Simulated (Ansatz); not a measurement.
# C₂H₆OSi: up Jacob's ladder to CCSD(T)

The task here is to estimate one member of a computed series from the others.

Program: Ansatz 0.2.0, Gaussian basis. Level of theory: functionals in def2-TZVPP, the program's frozen cores in correlated methods. These are calculated values, not measurements.

Levels to be run: LDA (SPW92), PBE-D4, revPBE-D4, BLYP-D4, r2SCAN-D4, B97M-V, PBE0-D4, B3LYP-D4, r2SCANh-D4, r2SCAN0-D4, HSE06-D4, BHLYP-D4, CAM-B3LYP-D4, LC-ωPBE, ωB97X-V, ωB97M-V, B2PLYP, PBE-QIDH; CCSD(T)/def2-SVP; CCSD(T)/def2-TZVPP; MP2/def2-QZVPP; extrapolation to the limit; RPA on PBE.

### The geometry

All runs share one geometry, relaxed beforehand with PBE0-D4 in a triple-zeta def2 set.

SMILES `CC1O[SiH2]1`, 10 atoms, charge 0, spin multiplicity 1.

Atoms are counted from 1 here; the program's logs count them from 0.

Bond lengths: C1–C2 1.498 Å, C1–H5 1.092 Å, C1–H6 1.093 Å, C1–H7 1.095 Å, C2–O3 1.478 Å, C2–Si4 1.811 Å, C2–H8 1.091 Å, O3–Si4 1.663 Å, Si4–H9 1.480 Å, Si4–H10 1.480 Å. Angles: C2–C1–H5 111.7°, C2–C1–H6 110.1°, C2–C1–H7 110.5°, H5–C1–H6 108.3°, H5–C1–H7 108.0°, H6–C1–H7 108.2°, C1–C2–O3 114.1°, C1–C2–Si4 125.2°, C1–C2–H8 114.1°, O3–C2–Si4 59.7°, O3–C2–H8 110.7°, Si4–C2–H8 118.4°, C2–O3–Si4 70.2°, C2–Si4–O3 50.1°, C2–Si4–H9 123.2°, C2–Si4–H10 121.3°, O3–Si4–H9 116.9°, O3–Si4–H10 116.7° and more.

Set-up of the first run:

Contents of in.yaml:

```yaml
crystal:
  periodic: [false, false, false]
  atoms:
    - {symbol: C, position_ang: [-0.766587, 0.610151, -0.976819]}
    - {symbol: C, position_ang: [-0.336702, -0.463262, -0.024228]}
    - {symbol: O, position_ang: [1.001263, -1.022056, -0.310168]}
    - {symbol: Si, position_ang: [0.997182, -0.308246, 1.191373]}
    - {symbol: H, position_ang: [-0.024168, 1.407749, -1.048225]}
    - {symbol: H, position_ang: [-1.711242, 1.049705, -0.646816]}
    - {symbol: H, position_ang: [-0.914669, 0.196199, -1.979242]}
    - {symbol: H, position_ang: [-1.067761, -1.262400, 0.105970]}
    - {symbol: H, position_ang: [1.137874, -1.206638, 2.359264]}
    - {symbol: H, position_ang: [1.768010, 0.947597, 1.331792]}
basis:
  gaussian: {orbitals: def2-TZVPP}
hamiltonian: {xc: lda}
output: {orbitals: {seedname: orbitals}}
```

Started as:

```sh
> ansatz run in.yaml --threads 2 --pin off --events-out ev --progress --plain --max-ram 4352MiB
```

Steps of the session up to this table: LDA; PBE-D4 (GGA); revPBE-D4 (GGA); BLYP-D4 (GGA); r2SCAN-D4 (meta-GGA); B97M-V (meta-GGA); PBE0-D4 (hybrid); B3LYP-D4 (hybrid); r2SCANh-D4 (hybrid); r2SCAN0-D4 (hybrid); HSE06-D4 (hybrid); BHLYP-D4 (hybrid); CAM-B3LYP-D4 (range-separated); LC-ωPBE (range-separated); ωB97X-V (range-separated); ωB97M-V (range-separated); B2PLYP (double hybrid); PBE-QIDH (double hybrid).

One of the session's tables, all rows but one given; the rest of the session is left out.

```
  functional  HOMO (eV)  gap (eV)
 LDA (SPW92)      -6.23      4.73
      PBE-D4      -6.10      4.80
   revPBE-D4      -6.04      4.83
     BLYP-D4      -5.98      4.78
   r2SCAN-D4      -6.31      5.31
      B97M-V      -6.40      5.25
     PBE0-D4      -7.31      6.86
    B3LYP-D4      -7.11      6.42
  r2SCANh-D4      -6.76      6.06
  r2SCAN0-D4      -7.46      7.18
    HSE06-D4      -6.91      6.08
    BHLYP-D4          ?         ?
CAM-B3LYP-D4      -8.67      9.19
     LC-ωPBE     -10.00     11.69
     ωB97X-V      -9.65     11.21
     ωB97M-V      -9.53     10.81
```

Estimate the missing values for BHLYP-D4.

Worked estimate for «HOMO (eV)». Against the share of exact exchange, BLYP-D4 (0, -5.98), B3LYP-D4 (0.2, -7.11) give a slope of -5.65 per unit share; at 0.5 the line stands at -8.80.

As computed: HOMO (eV): -8.45; gap (eV): 8.82. In «HOMO (eV)» the line misses by -0.35.
